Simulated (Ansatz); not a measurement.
# SnH₂I₂: basis-set convergence

The task here is to estimate one member of a computed series from the others.

Method: one geometry, several basis sets; program: Ansatz 0.2.0, Gaussian basis.

Plan: PBE0-D4/def2-SVP; ωB97M-V/def2-SVP; PBE0-D4/def2-QZVPP; ωB97M-V/def2-QZVPP; the functionals' def2-TZVPP values are taken from earlier runs.

## Structure used throughout

An earlier PBE0-D4 in a triple-zeta def2 set relaxation fixed the geometry. I, Sn take the def2 core potential; no spin-orbit term is included.

SMILES `[I][SnH2][I]`, 5 atoms, charge 0, spin multiplicity 1.

Atoms are counted from 1 here; the program's logs count them from 0.

Bond lengths: I1–Sn2 2.672 Å, Sn2–I3 2.672 Å, Sn2–H4 1.700 Å, Sn2–H5 1.700 Å. Angles: I1–Sn2–I3 108.7°, I1–Sn2–H4 108.2°, I1–Sn2–H5 108.2°, I3–Sn2–H4 108.2°, I3–Sn2–H5 108.2°, H4–Sn2–H5 115.1°.

As a file:

```mol
H2I2Sn
  3D, bonds by distance, orders not assigned

  5  4  0  0  0  0  0  0  0  0999 V2000
   -2.3407    0.8662    0.3119 I   0  0
    0.1196   -0.0175   -0.2417 Sn  0  0
    1.2564   -0.8679    2.0221 I   0  0
   -0.0171   -1.3425   -1.2976 H   0  0
    1.0316    1.2880   -0.8361 H   0  0
  1  2  8  0
  2  3  8  0
  2  4  8  0
  2  5  8  0
M  END
```

Set-up of the first run:

Contents of in.yaml:

```yaml
crystal:
  periodic: [false, false, false]
  atoms:
    - {symbol: I, position_ang: [-2.340672, 0.866235, 0.311916]}
    - {symbol: Sn, position_ang: [0.119576, -0.017468, -0.241723]}
    - {symbol: I, position_ang: [1.256371, -0.867852, 2.022080]}
    - {symbol: H, position_ang: [-0.017101, -1.342532, -1.297645]}
    - {symbol: H, position_ang: [1.031625, 1.288017, -0.836130]}
basis:
  gaussian: {orbitals: def2-SVP}
hamiltonian: {xc: pbe0, dispersion: d4}
output: {orbitals: {seedname: orbitals}}
```

Command:

```bash
ansatz run in.yaml --threads 4 --pin off --events-out ev --progress --plain --max-ram 10444MiB
```

Steps of the session up to this table: PBE0-D4 in def2-SVP; ωB97M-V in def2-SVP; PBE0-D4 in def2-QZVPP; ωB97M-V in def2-QZVPP.

One of the session's tables, all rows but one given; the rest of the session is left out.

It belongs to the step «Functionals by basis». 

```
functional       basis  HOMO (eV)  LUMO (eV)
   PBE0-D4    def2-SVP      -7.62      -2.08
   PBE0-D4  def2-TZVPP      -7.68      -2.14
   PBE0-D4  def2-QZVPP      -7.69      -2.16
   ωB97M-V    def2-SVP      -9.67      -0.20
   ωB97M-V  def2-TZVPP      -9.75      -0.36
   ωB97M-V  def2-QZVPP          ?          ?
```

**Question.** Estimate the row for ωB97M-V, def2-QZVPP.

**Answer.** HOMO (eV): -9.77; LUMO (eV): -0.43. In the column «HOMO (eV)» it is the lowest.
